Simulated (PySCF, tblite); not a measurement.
# CH5NSi2: excited states, first hyperpolarisability

Aim: compute the excited states, first hyperpolarisability of CH5NSi2 (`N#C[SiH2][SiH3]`).

Programs: tblite 0.8.0 and PySCF 2.14.0, with routines of our own; each step states its level. All values are computed. Atoms count from 0.

### 1 The system as given

9 atoms, charge 0, multiplicity 1; geometry from: force field or distance geometry start.

### 2 Geometry optimisation with GFN2-xTB

Job settings and geometry (Å):

```
{"job": {"kind": "relax", "xc": "GFN2-xTB", "basis": "xTB"}, "charge": 0, "multiplicity": 1}
N      2.837900    -1.243100    -0.409700
C      1.976700    -0.460200    -0.249100
Si     0.624000     0.776900     0.036500
Si    -1.356300    -0.394100     0.067600
H      0.795600     1.518600     1.324100
H      0.572500     1.798700    -1.059500
H     -1.580800    -1.113200    -1.212800
H     -2.500400     0.522800     0.294900
H     -1.355700    -1.400500     1.182900
```

Started as:

```sh
OMP_NUM_THREADS=1 python excited_run.py task.json out
```

This one command runs all jobs of the session in turn.

Standard output:

```text
step      E/eV     max force
  0    -299.24111    3.299
  1    -298.99497   11.013
  2    -299.32494    0.713
  3    -299.33979    0.394
  4    -299.36675    0.612
  5    -299.37546    0.465
  6    -299.38885    0.222
  7    -299.39308    0.248
  8    -299.40033    0.247
  9    -299.40379    0.149
 10    -299.40617    0.117
 11    -299.40750    0.098
 12    -299.40863    0.125
 13    -299.40963    0.124
 14    -299.41062    0.080
 15    -299.41132    0.067
 16    -299.41166    0.039
 17    -299.41179    0.040
 18    -299.41189    0.038
 19    -299.41204    0.064
 20    -299.41224    0.070
 21    -299.41239    0.044
 22    -299.41244    0.015
 23    -299.41246    0.014
 24    -299.41248    0.020
 25    -299.41253    0.033
 26    -299.41259    0.036
 27    -299.41264    0.021
 28    -299.41266    0.009
```

Wall time 0.13 s (1 thread of Arm Neoverse V1, shared host).

Step by step: (the energy doesn't fall at every step)

```csv
step,energy from step 0 (eV),largest force (eV/Å)
0,0.0000,3.2986
1,0.2461,11.0133
2,-0.0838,0.7126
3,-0.0987,0.3944
4,-0.1256,0.6119
5,-0.1343,0.4645
6,-0.1477,0.2217
7,-0.1520,0.2483
8,-0.1592,0.2466
9,-0.1627,0.1493
10,-0.1651,0.1167
11,-0.1664,0.0978
12,-0.1675,0.1248
13,-0.1685,0.1239
14,-0.1695,0.0796
15,-0.1702,0.0674
16,-0.1705,0.0394
17,-0.1707,0.0396
18,-0.1708,0.0377
19,-0.1709,0.0635
20,-0.1711,0.0704
21,-0.1713,0.0440
22,-0.1713,0.0146
23,-0.1714,0.0137
24,-0.1714,0.0197
25,-0.1714,0.0326
26,-0.1715,0.0362
27,-0.1715,0.0214
28,-0.1716,0.0090
```

Distances of close pairs at the start and the end, largest changes first:

```
   bond  before (Å)  after (Å)  change (Å)
 Si3–H8       1.502      1.464      -0.038
 Si2–H5       1.499      1.468      -0.031
  N0–C1       1.175      1.146      -0.029
 Si2–H4       1.496      1.468      -0.028
 Si3–H6       1.486      1.464      -0.022
 Si3–H7       1.484      1.466      -0.018
Si2–Si3       2.301      2.314      +0.013
 C1–Si2       1.855      1.867      +0.012
```

The next job starts from the end point, and lists it.

### 3 Vibrational analysis with GFN2-xTB

Job settings and geometry (Å):

```
{"job": {"kind": "ir", "xc": "GFN2-xTB", "basis": "xTB"}, "charge": 0, "multiplicity": 1}
N      2.813305    -1.156300    -0.401764
C      1.976907    -0.390892    -0.232879
Si     0.563168     0.798141     0.039998
Si    -1.403794    -0.420013     0.077650
H      0.930375     1.480933     1.286782
H      0.712605     1.760348    -1.058823
H     -1.623870    -1.126309    -1.185698
H     -2.550355     0.467846     0.291344
H     -1.404780    -1.407760     1.158210
```

Standard output:

```text
mode    cm-1     km/mol
  1      22.6      0.38
  2      87.3      7.05
  3     253.3      8.06
  4     306.5      2.66
  5     359.5     49.81
  6     436.2     42.65
  7     468.6      2.09
  8     472.8      2.08
  9     584.3     24.33
 10     618.4     91.54
 11     676.9    496.85
 12     772.0    522.37
 13     803.2     53.85
 14     807.6    142.81
 15     809.5    155.15
 16    2211.1    235.52
 17    2222.3     79.84
 18    2237.9    307.18
 19    2255.0    234.00
 20    2256.7    543.81
 21    2343.5     53.66
```

Wall time 0.19 s (1 thread of Arm Neoverse V1, shared host).

Which atoms move in the most intense modes:

```
cm⁻¹  km/mol                               atoms
 677   496.9          Si2 30 %, H5 25 %, H4 25 %
 772   522.4  H4 21 %, H5 21 %, H6 17 %, H8 17 %
 808   142.8           H7 56 %, H8 21 %, H6 20 %
 810   155.2  H4 23 %, H5 23 %, H7 20 %, H6 14 %
2211   235.5                    H5 47 %, H4 45 %
2238   307.2                             H7 97 %
2255   234.0                    H6 51 %, H8 42 %
2257   543.8                    H8 50 %, H6 41 %
```

### 4 Excited states: TDA BHandHLYP/aug-cc-pVDZ

Settings changed since step 3:

```diff
@@ -1,2 +1,2 @@
-{"job": {"kind": "ir", "xc": "GFN2-xTB", "basis": "xTB"}, "charge": 0, "multiplicity": 1}
+{"job": {"kind": "states", "xc": "BHandHLYP", "basis": "aug-cc-pVDZ", "tda": true, "soc": true, "nstates": 5, "ntriplets": 4, "nquad": 4}, "charge": 0, "multiplicity": 1}
 N      2.813305    -1.156300    -0.401764
```

Method: TDA BHandHLYP/aug-cc-pVDZ excited states, vertical, gas phase, spin-orbit mean-field couplings.

Standard output:

```text
coarse grid: 8496 points
cycle   1  E = -674.7190119370  dE =  1.285e-01  |g| = 3.809e-01  |ddm| = 6.476e+00
cycle   2  E = -674.6729964322  dE =  4.602e-02  |g| = 6.337e-01  |ddm| = 1.496e+00
cycle   3  E = -674.7658584000  dE = -9.286e-02  |g| = 3.861e-02  |ddm| = 8.381e-01
cycle   4  E = -674.7663908408  dE = -5.324e-04  |g| = 2.015e-02  |ddm| = 1.846e-01
cycle   5  E = -674.7665191665  dE = -1.283e-04  |g| = 2.080e-03  |ddm| = 5.851e-02
cycle   6  E = -674.7665207273  dE = -1.561e-06  |g| = 6.544e-04  |ddm| = 7.617e-03
final grid: 72912 points
cycle   7  E = -674.7767925217  dE = -2.941e-06  |g| = 1.071e-03  |ddm| = 4.386e-02
cycle   8  E = -674.7767925801  dE = -5.841e-08  |g| = 1.232e-03  |ddm| = 5.146e-03
cycle   9  E = -674.7767929160  dE = -3.359e-07  |g| = 3.325e-04  |ddm| = 2.122e-03
cycle  10  E = -674.7767929414  dE = -2.537e-08  |g| = 9.876e-05  |ddm| = 6.027e-04
cycle  11  E = -674.7767929435  dE = -2.085e-09  |g| = 1.374e-05  |ddm| = 2.165e-04
cycle  12  E = -674.7767929435  dE = -6.651e-11  |g| = 2.221e-06  |ddm| = 4.404e-05
converged SCF energy = -674.7767929435

Singlet excitations
state   eV       nm        f     d(h-e)  d(exc)  Lambda  PR(NTO)  |dmu|/D   mu/D   main configurations
  1   7.0391   176.1   0.00217   0.387   2.355   0.433   1.860    1.326    2.779   H->L+3 0.27, H-1->L+2 0.12
  2   7.2814   170.3   0.02776   0.426   2.508   0.522   2.114    1.435    2.643   H->L+2 0.33, H-1->L+3 0.17
  3   7.3319   169.1   0.00628   0.511   2.434   0.389   1.818    1.775    2.306   H-1->L+2 0.22, H->L+3 0.16, H-1->L+5 0.11
  4   7.7776   159.4   0.06732   0.706   2.979   0.499   1.536    2.381    2.333   H->L+2 0.32, H->L+1 0.18, H->L 0.17
  5   8.0254   154.5   0.03376   0.273   2.806   0.494   1.672                     H->L+3 0.43, H-2->L+3 0.14, H->L+4 0.11

Triplet excitations (Tamm-Dancoff)
state   eV     d(h-e)  d(exc)  Lambda  PR(NTO)   main configurations
  1   5.7514   0.353   2.088   0.489   2.017   H-1->L+3 0.14, H->L+2 0.13
  2   6.2927   0.366   2.191   0.506   2.080   H-1->L+3 0.21, H->L+2 0.18, H-1->L+12 0.10
  3   6.2981   0.340   2.209   0.429   2.115   H->L+3 0.28, H-1->L+2 0.12
  4   6.7673   0.285   2.646   0.512   1.294   H->L+2 0.35, H->L+1 0.20, H-2->L+2 0.10
S1 - T1 = 1.2877 eV

Spin-orbit couplings |<S|Hso|T>| (cm-1)
             T1       T2       T3       T4
S0        0.009    0.646    4.752    8.760
S1        2.290    6.428    0.206    7.527
S2        1.420    1.337   39.937    4.231
S3        3.687   40.182    0.244   11.416
S4        4.882    6.289   13.128    2.482
S5        1.154    7.456    0.106   16.041
T1 sublevels (cm-1): 0.000 0.002 0.003   radiative rates (1/s): 0.197 5.5 0.13
```

Wall time 14 s (1 thread of Arm Neoverse V1, shared host); peak memory 0.52 GiB.

Key values:

```csv
quantity,value
S1 less T1,1.29 eV
```

The fields below are evaluated on a grid from the run's orbitals.

Frontier orbitals at BHandHLYP/aug-cc-pVDZ, with the share of their density that lies nearest to each atom:

```
orbital  energy (eV)                                                  lies on
   HOMO       -10.19               Si2, Si3 about 22 % each; N0 19 %; C1 10 %
   LUMO        -0.02  H7 28 %; H6, H8 about 16 % each; H4, H5 about 12 % each
```

ELF in a plane through or near 5 of the atoms.

Ten even steps from '0' (0.00) to '9' (1.00):
```
0000000000000000000000000000
0000000000000000000000000000
0000000000000000000000000000
0000000000000000000000000000
0000000000111000000121000000
0000000001333100003899620000
0000000002431123127999970000
0000000001126048549999991000
0000001234064159638999992000
0000124679513399141799960000
0000246646983796457155310000
0002457707783464042121000000
0003676774651012223320000000
0015892467640000233210000000
0016998776430000011000000000
0005899875210000000000000000
0002578752100000000000000000
0000123210000000000000000000
0000000000000000000000000000
0000000000000000000000000000
```
The map spans 10.5 Å across and 8.3 Å up, centred on the molecule. Atoms in the plane (x, y in Å): N0 (-2.6, -1.5), C1 (-1.9, -0.7), Si2 (-0.7, 0.7), Si3 (1.5, -0.2), H7 (2.5, 0.8).

On the surface of density 0.002 e/bohr³ the electrostatic potential runs, from the 1st to the 99th percentile, from -1.71 V near N0 to 1.80 V near Si2.

### 5 Excited states: TDDFT CAM-B3LYP/aug-cc-pVDZ

Settings changed since step 4:

```diff
@@ -1,2 +1,2 @@
-{"job": {"kind": "states", "xc": "BHandHLYP", "basis": "aug-cc-pVDZ", "tda": true, "soc": true, "nstates": 5, "ntriplets": 4, "nquad": 4}, "charge": 0, "multiplicity": 1}
+{"job": {"kind": "states", "xc": "CAM-B3LYP", "basis": "aug-cc-pVDZ", "tpa": true, "nstates": 6, "nquad": 5, "ntriplets": 0}, "charge": 0, "multiplicity": 1}
 N      2.813305    -1.156300    -0.401764
```

Level: TDDFT CAM-B3LYP/aug-cc-pVDZ excited states, vertical, gas phase, two-photon moments by quadratic response.

Standard output:

```text
coarse grid: 8496 points
cycle   1  E = -674.7240830422  dE =  1.160e-01  |g| = 4.075e-01  |ddm| = 6.981e+00
cycle   2  E = -674.6565231895  dE =  6.756e-02  |g| = 7.225e-01  |ddm| = 1.633e+00
cycle   3  E = -674.7741772591  dE = -1.177e-01  |g| = 4.454e-02  |ddm| = 9.497e-01
cycle   4  E = -674.7748415373  dE = -6.643e-04  |g| = 2.154e-02  |ddm| = 1.970e-01
cycle   5  E = -674.7749755586  dE = -1.340e-04  |g| = 2.344e-03  |ddm| = 6.012e-02
cycle   6  E = -674.7749777043  dE = -2.146e-06  |g| = 6.062e-04  |ddm| = 9.436e-03
final grid: 72912 points
cycle   7  E = -674.7901184948  dE = -3.697e-06  |g| = 1.117e-03  |ddm| = 3.967e-02
cycle   8  E = -674.7901187707  dE = -2.760e-07  |g| = 7.739e-04  |ddm| = 5.619e-03
cycle   9  E = -674.7901189228  dE = -1.521e-07  |g| = 2.626e-04  |ddm| = 1.972e-03
cycle  10  E = -674.7901189356  dE = -1.279e-08  |g| = 1.288e-04  |ddm| = 4.548e-04
cycle  11  E = -674.7901189390  dE = -3.390e-09  |g| = 1.460e-05  |ddm| = 2.413e-04
cycle  12  E = -674.7901189391  dE = -7.617e-11  |g| = 2.275e-06  |ddm| = 5.203e-05
converged SCF energy = -674.7901189391

Singlet excitations
state   eV       nm        f     d(h-e)  d(exc)  Lambda  PR(NTO)  |dmu|/D   mu/D   delta(TPA)   sigma/GM   main configurations
  1   7.0541   175.8   0.00347   0.295   2.524   0.479   1.708    0.961    3.203        0.30      0.005   H->L+3 0.41, H-1->L+2 0.10
  2   7.2628   170.7   0.03199   0.314   2.671   0.568   1.993    0.981    3.057        1.29      0.025   H->L+2 0.53, H-1->L+3 0.16
  3   7.3712   168.2   0.00753   0.486   2.532   0.406   1.699    1.650    2.400        0.60      0.012   H-1->L+2 0.24, H->L+3 0.18, H-1->L+5 0.12
  4   7.6336   162.4   0.07883   0.736   2.979   0.490   1.855    2.465    2.047        4.88      0.104   H->L 0.24, H->L+2 0.22, H->L+1 0.11
  5   7.8700   157.5   0.02006   0.376   2.786   0.453   1.873    1.432    2.674        0.04      0.001   H->L+3 0.28, H->L+4 0.19, H-3->L+3 0.11
  6   8.0108   154.8   0.01735   0.696   3.901   0.421   1.137                                            H->L+1 0.44, H->L 0.39
```

Run time: 15 s. Hardware: 1 thread of Arm Neoverse V1, shared host; peak memory 0.58 GiB.

### 6 First hyperpolarisability: quadratic response PBE0/aug-cc-pVDZ

Settings changed since step 5:

```diff
@@ -1,2 +1,2 @@
-{"job": {"kind": "states", "xc": "CAM-B3LYP", "basis": "aug-cc-pVDZ", "tpa": true, "nstates": 6, "nquad": 5, "ntriplets": 0}, "charge": 0, "multiplicity": 1}
+{"job": {"kind": "beta", "xc": "PBE0", "basis": "aug-cc-pVDZ", "wavelengths": [1550, 1064, 694.3]}, "charge": 0, "multiplicity": 1}
 N      2.813305    -1.156300    -0.401764
```

Method: quadratic response PBE0/aug-cc-pVDZ first hyperpolarisability, Taylor convention, gas phase.

Standard output:

```text
coarse grid: 8496 points
cycle   1  E = -674.4245513983  dE =  1.325e-01  |g| = 3.366e-01  |ddm| = 6.638e+00
cycle   2  E = -674.3190329322  dE =  1.055e-01  |g| = 7.528e-01  |ddm| = 1.478e+00
cycle   3  E = -674.4560589203  dE = -1.370e-01  |g| = 6.613e-02  |ddm| = 9.430e-01
cycle   4  E = -674.4572253805  dE = -1.166e-03  |g| = 2.299e-02  |ddm| = 1.900e-01
cycle   5  E = -674.4573728069  dE = -1.474e-04  |g| = 1.470e-03  |ddm| = 5.045e-02
cycle   6  E = -674.4573735163  dE = -7.094e-07  |g| = 5.145e-04  |ddm| = 5.853e-03
final grid: 72912 points
cycle   7  E = -674.4720432418  dE = -6.943e-06  |g| = 2.843e-03  |ddm| = 6.855e-02
cycle   8  E = -674.4720430758  dE =  1.660e-07  |g| = 3.098e-03  |ddm| = 1.218e-02
cycle   9  E = -674.4720454398  dE = -2.364e-06  |g| = 1.190e-03  |ddm| = 5.710e-03
cycle  10  E = -674.4720457613  dE = -3.215e-07  |g| = 6.369e-05  |ddm| = 1.501e-03
cycle  11  E = -674.4720457626  dE = -1.323e-09  |g| = 2.614e-05  |ddm| = 2.476e-04
cycle  12  E = -674.4720457629  dE = -2.501e-10  |g| = 4.747e-06  |ddm| = 9.043e-05
converged SCF energy = -674.4720457629

Lowest singlets (eV, f): 6.9312 0.0052  7.1108 0.0401  7.2469 0.0085

First hyperpolarisability (au)
process     nm      |vector|   parallel      HRS      DR
static         -       82.76      -49.6      30.82   7.967
shg       1550.0       86.31     -51.71      32.22   7.783
eope      1550.0       83.91     -50.29          -       -
shg       1064.0       90.65     -54.28      33.94   7.566
eope      1064.0       85.24     -51.07          -       -
shg        694.3      103.88     -62.09      39.28   6.957
eope       694.3       88.82      -53.2          -       -
```

It took 14 s on 1 thread of Arm Neoverse V1, shared host; peak memory 0.58 GiB.

### 7 Outcome

| quantity | value |
| --- | --- |
| strongest single infrared mode (GFN2-xTB) | 2257 cm⁻¹, 544 km/mol |
| zero-point energy (GFN2-xTB) | 30.0 kcal/mol |
| S1 less T1 (step 4, TDA BHandHLYP/aug-cc-pVDZ) | 1.29 eV |
| potential on the surface of density 0.002 e/bohr³, 1st and 99th percentile | -1.71 V and 1.80 V |
| β vector (step 6, quadratic response PBE0/aug-cc-pVDZ) | static 83, SHG 1550.0 nm 86, SHG 1064.0 nm 91, SHG 694.3 nm 104 au |

What this shows: No mode is imaginary among the 21: a minimum at this level. GFN2-xTB is a fitted tight-binding method: band positions and strengths are rough. Its intensities can rank the bands wrongly. In step 4, the number of triplets below S1 is at least 4, and the largest singlet-triplet spin-orbit coupling is S3–T2, 40.18 cm⁻¹. β grows from 83 au (static) to 104 au for doubling at 694.3 nm: normal dispersion, which grows as twice the photon energy moves toward the bright states.
